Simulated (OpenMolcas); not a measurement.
**Mn²⁺ among point charges: CASSCF and CASPT2 levels and susceptibility**

Aim: the splitting of the states of Mn²⁺ in the field of 2 point charges, its lowest levels with spin-orbit coupling and its magnetic susceptibility.

The numbers are computed with OpenMolcas 26.06 (state-averaged CASSCF and CASPT2, spin-orbit coupling by RASSI with atomic mean-field integrals), except any that are marked as measured or tabulated.

### 1 The system

- Species: Mn²⁺ (manganese, Z = 25, 23 electrons)
- Basis: ANO-RCC-VDZP [5s4p2d1f], 34 functions
- Scalar Hamiltonian: DKH2, point nucleus
- Inactive shells: 1s 2s 2p 3s 3p
- Active space: 5 electrons in 5 orbitals (3d)
- Some configurations of this space: 3d5
- Orbitals: optimised for each spin and parity, averaged over all roots

The outer shells:

3d5
```
3d [↑ ][↑ ][↑ ][↑ ][↑ ]
```

The ion sits among 2 point charges of -1 e arranged as a linear pair (D∞h), 1.61 Å from the ion.

Each step is its own input file, run in one work folder so that later steps find the files of earlier ones. Labels, J, g values, rates, χT and fits are worked out afterwards by a script from the matrices that RASSI stores. The input lists half of the charges; inversion (Group=XYZ) makes the rest.

### 2 Basis and integrals

File a.inp:

```
&GATEWAY
Coord
1

Mn 0.0 0.0 0.0
Basis=ANO-RCC-VDZP
Group=XYZ
NoMove
AngMom=0.0 0.0 0.0
AMFI
XField
1 Angstrom 0
0.000000 0.000000 1.610000 -1.000000
&SEWARD
```

Launch:

```console
$ OMP_NUM_THREADS=1 MOLCAS_MEM=1689 MOLCAS_PROJECT=a pymolcas a.inp > a.log
```

### 3 CASSCF: sextets of even parity, 1 root

File a.inp:

```
&RASSCF
FileOrb=start.orb
Symmetry=1
Spin=6
nActEl=5 0 0
Inactive=3 6
Ras2=5 0
CIRoot=1 1 1
SDav=1
CIMx=300
Iter=120 100
PrWF=0.3
OrbListing=Nothing
MaxOrb=0
>>> COPY $Project.JobIph JOB001
```

start.orb holds the contracted functions of the basis, ordered by shell, or the orbitals of the step before.

### 4 CASSCF: quartets of even parity, 24 roots

File a.inp:

```
&RASSCF
FileOrb=start.orb
Symmetry=1
Spin=4
nActEl=5 0 0
Inactive=3 6
Ras2=5 0
CIRoot=24 24 1
SDav=24
CIMx=300
Iter=120 100
PrWF=0.3
OrbListing=Nothing
MaxOrb=0
>>> COPY $Project.JobIph JOB002
```

### 5 Reference wave functions, doublets of even parity, 75 roots

File a.inp:

```
&RASSCF
FileOrb=start.orb
Symmetry=1
Spin=2
nActEl=5 0 0
Inactive=3 6
Ras2=5 0
CIRoot=75 75 1
SDav=75
CIMx=300
Iter=120 100
PrWF=0.3
OrbListing=Nothing
MaxOrb=0
>>> COPY $Project.JobIph JOB003
```

### 6 State interaction with spin-orbit coupling

File a.inp:

```
&RASSI
NrOfJobIphs=3 1 24 75
1
1 2 3 4 5 6 7 8 9 10 11 12 13 14 15 16 17 18 19 20 21 22 23 24
1 2 3 4 5 6 7 8 9 10 11 12 13 14 15 16 17 18 19 20 21 22 23 24 25 26 27
28 29 30 31 32 33 34 35 36 37 38 39 40 41 42 43 44 45 46 47 48 49 50 51
52 53 54 55 56 57 58 59 60 61 62 63 64 65 66 67 68 69 70 71 72 73 74 75
IphNames
JOB001
JOB002
JOB003
EJob
SpinOrbit
DIPRint=1.0
SOCoupling=1000.0
Subsets=2
Property=9
'ANGMOM' 1 'ANGMOM' 2 'ANGMOM' 3 'MLTPL  1' 1 'MLTPL  1' 2 'MLTPL  1' 3
'AMFI' 1 'AMFI' 2 'AMFI' 3
SOProperty=3
'ANGMOM' 1 'ANGMOM' 2 'ANGMOM' 3
```

### 7 CASPT2: IPEA 0.25, imaginary shift 0.1 (closed shells correlated: 3s 3p)

File a.inp:

```
>>> COPY JOB001 $Project.JobIph
&CASPT2
Multistate=1 1
Frozen=2 3
IPEA=0.25
Imaginary=0.1
MaxIter=60
WThr=0.0 0.3 0.05
PrWF=0.5
NoMix
>>> COPY JOB002 $Project.JobIph
&CASPT2
Multistate=24 1 2 3 4 5 6 7 8 9 10 11 12 13 14 15 16 17 18 19 20 21 22
23 24
NoMult
Frozen=2 3
IPEA=0.25
Imaginary=0.1
MaxIter=60
WThr=0.0 0.3 0.05
PrWF=0.5
NoMix
>>> COPY JOB003 $Project.JobIph
&CASPT2
Multistate=75 1 2 3 4 5 6 7 8 9 10 11 12 13 14 15 16 17 18 19 20 21 22
23 24 25 26 27 28 29 30 31 32 33 34 35 36 37 38 39 40 41 42 43 44 45 46
47 48 49 50 51 52 53 54 55 56 57 58 59 60 61 62 63 64 65 66 67 68 69 70
71 72 73 74 75
NoMult
Frozen=2 3
IPEA=0.25
Imaginary=0.1
MaxIter=60
WThr=0.0 0.3 0.05
PrWF=0.5
NoMix
```

(Steps that only read results are left out.)

**Question.** What will these runs give? Wanted: spin-free ground state; lowest level; next level.

As calculated:

```
                 quantity                                                                        value
                   method  SS-CASPT2, IPEA 0.25, imaginary shift 0.1 (closed shells correlated: 3s 3p)
   spin-free ground state                                           6Sigma, 1-fold in its orbital part
             lowest level                                                2-fold, g = 0.00, 0.00, 10.01
               next level                                                                     0.6 cm⁻¹
              χT at 300 K                                                               4.39 cm³ K/mol
effective moment at 300 K                                                                      5.92 μB
```

Cost by method:

| method | time of its own steps | time with the reference |
| --- | --- | --- |
| A. CASSCF | 25 s | 25 s |
| B. SS-CASPT2, IPEA 0.25, imaginary shift 0.1, +3s 3p | 5.9 s | 31 s |

Times are of one thread on a shared host.

What this shows: The spin-free ground state (6Sigma) comes to 100 % from free-ion S terms and keeps the highest spin of the shell. χT at 300 K is 4.39, against 4.39 cm³ K/mol for the spin alone, as a half-filled shell (L = 0) has no orbital moment. An active space of the d shell alone favours high spin; real ions in strong fields can be low spin. CASPT2 does not keep the components of a term degenerate, and the means are used. The field of point charges can differ much from that of real complexes. With metal d orbitals alone active, the gaps between spin states are rough; where two lie within a few thousand cm-1, their order is open. This is an electrostatic model: the charges have no orbitals.
